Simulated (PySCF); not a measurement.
**TlN+: from the state search to spectroscopic constants**

The task here is to estimate one member of a computed series from the others.

Program: PySCF 2.14.0. Level of theory: Tl aug-cc-pVDZ-PP with ECP60, N aug-cc-pVDZ, scalar-relativistic core potentials. These are calculated values, not measurements.

The first run:

The job is set up so:

```yaml
atoms: Tl, N
charge: 1
basis: Tl aug-cc-pVDZ-PP with ECP60, N aug-cc-pVDZ
Hamiltonian: scalar-relativistic core potentials
basis_functions: 55
electrons_treated: 27
masses_in_u: 204.9744, 14.0031
levels: PBE0, PBE, r²SCAN, B97-3, PW91, BHandHLYP, CAM-B3LYP, HF, MP2, SCS-MP2, CCSD, CCSD(T)
grid: 80 radial by 434 angular points
occupations: held fixed by the projection of orbital angular momentum
dissociation_limit: Tl+ + N, each in its ground configuration
starting_distance_in_angstrom: 2.185
values_of_2S_to_try: 1, 3
```

Started as:

```sh
OMP_NUM_THREADS=1 python dia.py task.json out
```

Steps of the session up to this table: The job; First curve: PBE0; Excited determinants; PBE; r²SCAN (meta-GGA); B97-3 (global hybrid GGA); PW91; BHandHLYP (global hybrid GGA); CAM-B3LYP (range-separated hybrid); UHF (mean field); Adding correlation.

One of the session's tables, all rows but one given; the rest of the session is left out.

Energy (eV) from each level's lowest point:

```
R (Å)    UHF  UHF-MP2  UHF-SCS-MP2  UHF-CCSD  UHF-CCSD(T)
2.651  0.229    0.114        0.133       n/a          n/a
2.775  0.140    0.056        0.069     0.061        0.054
2.898  0.082    0.023        0.031     0.026        0.022
2.990  0.053    0.009        0.015     0.011        0.009
3.083  0.033    0.002        0.005     0.003        0.002
3.175  0.019    0.000        0.001     0.000        0.000
3.299  0.008    0.001        0.000     0.000        0.002
3.453      ?        ?            ?         ?            ?
3.638  0.000    0.017        0.011     0.014        0.018
3.885  0.003    0.030        0.022       n/a          n/a
```

**Question.** Estimate the row for R (Å) = 3.453.

Worked estimate for «UHF». A straight line through the neighbours (3.299, 0.008) and (3.638, 0.000) gives 0.008 + (0.000 − 0.008) × (3.453 − 3.299) / (3.638 − 3.299) = 0.004; a parabola fitted to 4 rows on both sides gives 0.002.

The run gave: UHF: 0.001; UHF-MP2: 0.007; UHF-SCS-MP2: 0.004; UHF-CCSD: 0.005; UHF-CCSD(T): 0.008. In «UHF» the line misses by +0.003 and the parabola by +0.001.

Caveats from the session: The bond is weak, and basis-set superposition, which was not computed, may be a sizeable part of it.
